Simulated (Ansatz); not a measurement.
# CH8ClNSi2: the cost of one run

The runs use Ansatz 0.2.0, Gaussian basis; the settings change from run to run.

### Step 1. The relaxed structure

An earlier PBE0-D4 in a triple-zeta def2 set relaxation fixed the geometry.

SMILES `C[SiH2]N[SiH2]Cl`, 13 atoms, charge 0, spin multiplicity 1.

Atoms are counted from 1 here; the program's logs count them from 0.

Bond lengths: C1–Si2 1.863 Å, C1–H6 1.094 Å, C1–H7 1.093 Å, C1–H8 1.093 Å, Si2–N3 1.739 Å, Si2–H9 1.489 Å, Si2–H10 1.487 Å, N3–Si4 1.705 Å, N3–H11 1.011 Å, Si4–Cl5 2.070 Å, Si4–H12 1.480 Å, Si4–H13 1.477 Å. Angles: Si2–C1–H6 110.7°, Si2–C1–H7 110.6°, Si2–C1–H8 111.1°, H6–C1–H7 108.4°, H6–C1–H8 107.9°, H7–C1–H8 108.1°, C1–Si2–N3 113.1°, C1–Si2–H9 109.5°, C1–Si2–H10 110.3°, N3–Si2–H9 108.6°, N3–Si2–H10 105.5°, H9–Si2–H10 109.6°, Si2–N3–Si4 127.1°, Si2–N3–H11 116.0°, Si4–N3–H11 115.3°, N3–Si4–Cl5 113.1°, N3–Si4–H12 109.7°, N3–Si4–H13 109.3° and more.

### Step 2. r2SCAN/cc-pVDZ

This run has finite nuclei, D3(BJ) with three-body dispersion, high accuracy, the search for lower states set to off.

Input file in.yaml:

```yaml
crystal:
  periodic: [false, false, false]
  atoms:
    - {symbol: C, position_ang: [-0.516110, -0.174613, 2.008174]}
    - {symbol: Si, position_ang: [0.277578, 0.869072, 0.684410]}
    - {symbol: N, position_ang: [-0.308002, 0.508642, -0.913385]}
    - {symbol: Si, position_ang: [0.397439, -0.545385, -2.053584]}
    - {symbol: Cl, position_ang: [-0.000384, -2.540311, -1.669116]}
    - {symbol: H, position_ang: [-0.109229, 0.074678, 2.992119]}
    - {symbol: H, position_ang: [-0.336517, -1.235718, 1.819448]}
    - {symbol: H, position_ang: [-1.596817, -0.013982, 2.041683]}
    - {symbol: H, position_ang: [0.025359, 2.308282, 0.969518]}
    - {symbol: H, position_ang: [1.742138, 0.618735, 0.637537]}
    - {symbol: H, position_ang: [-1.264109, 0.775659, -1.105745]}
    - {symbol: H, position_ang: [-0.158419, -0.270483, -3.397048]}
    - {symbol: H, position_ang: [1.867573, -0.409477, -1.999010]}
basis:
  gaussian: {orbitals: cc-pVDZ, nuclear_model: gaussian}
hamiltonian: {xc: {name: r2SCAN}, dispersion: d3bjatm}
accuracy: high
scf: {lower_state_search: off}
output: {forces: true}
```

Run with:

```
$ ansatz run in.yaml --threads 4 --pin off --events-out ev --progress --plain --max-ram 10444MiB
```

What time and memory should one allow on 4 threads of Arm Neoverse V1, shared host?

About 7.5 s, with a peak of 0.4 GiB.
